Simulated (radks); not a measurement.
**Ti in [Ar] 3d2 4s2: an all-electron calculation**

One table from this session's results is given with a row withheld; the runs are named, their logs left out.

The numbers are computed with radks (a radial shooting solver on a logarithmic mesh, Libxc functionals) version 1 (non-relativistic Kohn-Sham, r2SCAN, spin-polarised, spherical densities, point nucleus; open shells are filled with parallel spins first), except any that are marked as measured or tabulated.

## What is computed

| Quantity | Value |
| --- | --- |
| element | titanium (Z = 22) |
| charge | 0 |
| electrons | 22 |
| configuration | [Ar] 3d2 4s2 |

The outer shells:

Ti
```
[Ar] core
3d [↑ ][↑ ][  ][  ][  ]
4s [↑↓]
```

Set-up of the first run:

Settings of this run:

```text
Z 22
configuration [Ar] 3d2 4s2 4p0 5s0
relativity non-relativistic
functional r2scan,r2scan
spin polarised
nucleus point
```

One table of the session follows, with a row left open; its other results are not shown here.

It belongs to the step «Shells». From the orbitals of this run (lengths in bohr):

| level | <r> | outermost maximum (interpolated) | 90 % within | nodes |
| --- | --- | --- | --- | --- |
| 1s down | 0.07018 | 0.0461 | 0.125 | 0 |
| 1s up | 0.07018 | 0.0461 | 0.125 | 0 |
| 2s up | 0.3268 | 0.271 | 0.507 | 1 |
| 2s down | 0.3265 | 0.271 | 0.506 | 1 |
| 2p up | 0.2907 | 0.221 | 0.477 | 0 |
| 2p down | 0.2904 | 0.221 | 0.477 | 0 |
| 3s up | 1.014 | 0.875 | 1.52 | 2 |
| 3s down | 1.015 | 0.875 | 1.52 | 2 |
| 3p up | 1.089 | 0.905 | 1.68 | 1 |
| 3p down | 1.090 | 0.905 | 1.68 | 1 |
| 3d up | 1.563 | 0.979 | 2.77 | 0 |
| 4s up | 3.458 | 2.91 | 5.18 | 3 |
| 4s down | 3.736 | 3.10 | 5.62 | 3 |
| 3d down | ? | ? | ? | ? |
| 4p up | 4.397 | 3.61 | 6.68 | 2 |
| 4p down | 4.848 | 4.06 | 7.34 | 2 |

Estimate the missing values for 3d down.

As computed: <r>: 1.740; outermost maximum (interpolated): 0.987; 90 % within: 3.25; nodes: 0. In the column «<r>» it lies between 3d up (1.563) and 4s up (3.458).

Caveats from the session: Open shells are spherical and high-spin; term and fine-structure splittings are not resolved.
